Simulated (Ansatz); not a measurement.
I need a search for lower mean-field states of CH5NSn, SMILES [CH2]1[NH][SnH2]1. Use Ansatz 0.2.0 through its Python package. Settings (for the species named): Hartree-Fock, def2-SVP basis, multiplicity 1.

```yaml
atoms:
  - { symbol: C, position_ang: [-0.6492, 0.3440, -0.6787] }
  - { symbol: N, position_ang: [-0.1126, 1.0241, 0.4317] }
  - { symbol: Sn, position_ang: [0.7758, -0.8611, 0.0795] }
  - { symbol: H, position_ang: [-1.6716, 0.0703, -0.5190] }
  - { symbol: H, position_ang: [-0.4369, 0.8951, -1.6570] }
  - { symbol: H, position_ang: [-0.7378, 0.9144, 1.2570] }
  - { symbol: H, position_ang: [2.4849, -0.5660, -0.4098] }
  - { symbol: H, position_ang: [0.4396, -1.8779, 1.4406] }
```

Script `ch5nsn_states.py`:
```python
'''Restricted and unrestricted solutions of CH5NSn, stretched and not.'''

import ansatz as az
import numpy as np


def main() -> None:
    geometry_ang = [
        ('C', (-0.6492, 0.344, -0.6787)),
        ('N', (-0.1126, 1.0241, 0.4317)),
        ('Sn', (0.7758, -0.8611, 0.0795)),
        ('H', (-1.6716, 0.0703, -0.519)),
        ('H', (-0.4369, 0.8951, -1.657)),
        ('H', (-0.7378, 0.9144, 1.257)),
        ('H', (2.4849, -0.566, -0.4098)),
        ('H', (0.4396, -1.8779, 1.4406)),
    ]
    system = az.Crystal.molecule()
    for symbol, xyz in geometry_ang:
        system = system.atom(symbol, xyz)
    symbols = [site.symbol for site in system.cartesian_sites]

    start = np.array([site.position_ang for site in system.cartesian_sites])
    for factor in [1.0, 1.5]:
        xyz = (start - start.mean(axis=0)) * factor
        scaled = az.Crystal.molecule()
        for symbol, place in zip(symbols, xyz):
            scaled = scaled.atom(symbol, place.tolist())
        model = (
            scaled.calculation()
            .basis(gaussian='def2-SVP')
            .functional('HF')
            .spin('collinear')
        )
        for search in ('off', 'standard'):
            try:
                summary = model.scf(lower_state_search=search).run().report
            except az.AnsatzError as error:
                print(f'x{factor} search {search}: {type(error).__name__}')
                continue
            state = summary['mean_field']['state']
            print(f'all distances x{factor}, search {search:8s} E = {summary["free_energy_ev"]:.5f} eV  <S^2> = {abs(state["spin_squared"]):.3f}  other states met: {len(summary["mean_field"]["others"])}')


if __name__ == '__main__':
    main()
```

`python ch5nsn_states.py` gives:
```text
all distances x1.0, search off      E = -8391.30049 eV  <S^2> = 0.000  other states met: 0
all distances x1.0, search standard E = -8391.30264 eV  <S^2> = 0.067  other states met: 2
all distances x1.5, search off      E = -8373.99569 eV  <S^2> = 0.000  other states met: 0
all distances x1.5, search standard E = -8378.83875 eV  <S^2> = 3.586  other states met: 11
```

Notes:
- The settings weren't tested for convergence.
- The count of other states can hold repeated and symmetry-equivalent ends of the search; scaling all distances is a test, and for more than two atoms no physical path.
- The structure is a rough, unrelaxed start.
- def2 sets replace the cores of elements past krypton by effective core potentials.
- The expectation value of S² is noticeably off S(S+1) in at least one run, so that state is spin-contaminated.
- Wall time of the script: 19 s on 1 thread of Arm Neoverse V2 (shared host), peak memory 0.29 GiB.

(Lines on the test bed's own set-up are left out of the output.)
